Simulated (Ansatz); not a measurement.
**NH₂Br (triplet): wave-function methods side by side at distance Br1–H2 along a hydrogen transfer = 1.421 Å, cc-pVTZ**

The task here is to estimate one member of a computed series from the others.

Method: cc-pVTZ, core rule «outside noble gas», up to 15 orbitals frozen; program: Ansatz 0.2.0, Gaussian basis.

The runs, in order: UHF; CCSD(T) on ROHF; CCSD(T) on UHF; BCCD(T) on ROHF; CCSDT(Q) on ROHF; CCSDT(Q) on UHF; CASSCF and NEVPT2, 4 electrons in 4 orbitals; CASSCF and NEVPT2, 14 electrons in 10 orbitals.

### The geometry

The geometry derives from fragments relaxed apart (PBE0/def2-TZVP) and kept rigid, so it is no stationary point. A hydrogen atom is moved between rigid fragments. No spin-orbit coupling is included. The filled d shell of Br may be among the frozen orbitals whatever the setting's name suggests; the logs give the count.

4 atoms, charge 0, spin multiplicity 3.

Atoms are counted from 1 here; the program's logs count them from 0.

Bond lengths: Br1–H2 1.421 Å, N3–H4 1.040 Å.

Set-up of the first run:

File in.yaml:

```yaml
crystal:
  periodic: [false, false, false]
  atoms:
    - {symbol: Br, position_ang: [-2.014420, 0.251057, 0.000000]}
    - {symbol: H, position_ang: [-0.593820, 0.251057, 0.000000]}
    - {symbol: N, position_ang: [1.169580, 0.251057, 0.000000]}
    - {symbol: H, position_ang: [1.438661, -0.753170, 0.000000]}
basis:
  gaussian: {orbitals: cc-pVTZ}
magnetization: {spin_polarized: true, initial_magnetization: 2}
hamiltonian: {xc: hf}
output: {orbitals: {seedname: orbitals}}
```

Command:

```
ansatz run in.yaml --threads 1 --pin off --events-out ev --progress --plain --max-ram 2816MiB --backend cpu
```

Steps of the session up to this table: UHF; CCSD(T) on ROHF; CCSD(T) on UHF; BCCD(T) on ROHF; CCSDT(Q) on ROHF; CCSDT(Q) on UHF; CASSCF and NEVPT2, 4 electrons in 4 orbitals; CASSCF and NEVPT2, 14 electrons in 10 orbitals.

One of the session's tables, all rows but one given; the rest of the session is left out.

| method | from UCCSDT(Q) (kJ/mol) |
| --- | --- |
| ROHF | +982.6 |
| UHF | +961.5 |
| RMP2 | +127.9 |
| UMP2 | +129.1 |
| RCCSD | +33.5 |
| UCCSD | +32.9 |
| RCCSD(T) | +3.8 |
| UCCSD(T) | +3.6 |
| BCCD(T) | +3.8 |
| RCCSDT | +1.3 |
| UCCSDT | +1.0 |
| RCCSDT(Q) | +0.2 |
| UCCSDT(Q) | 0 |
| CASSCF pair | +921.4 |
| NEVPT2 pair | ? |
| CASSCF valence | +863.5 |
| NEVPT2 valence | +175.6 |

Estimate the missing values for NEVPT2 pair.

As computed: from UCCSDT(Q) (kJ/mol): +127.7. In the column «from UCCSDT(Q) (kJ/mol)» it lies between RCCSD (+33.5) and RMP2 (+127.9).

Among the levels timed on like hardware and quicker than the yardstick, those that no quicker one beats, quickest first: NEVPT2 pair (1.5 s, +127.7 kJ/mol); BCCD(T) (2.2 s, +3.8 kJ/mol); UCCSD(T) (3.1 s, +3.6 kJ/mol).

Caveats from the session: Of the multireference levels listed NEVPT2 pair comes nearest in total energy (+127.7 kJ/mol), which doesn't show that its space is the better one. Restricted and unrestricted rows rest on different reference determinants; where their highest levels disagree by more than a few hundredths of an eV, they describe different states and don't form one ladder.
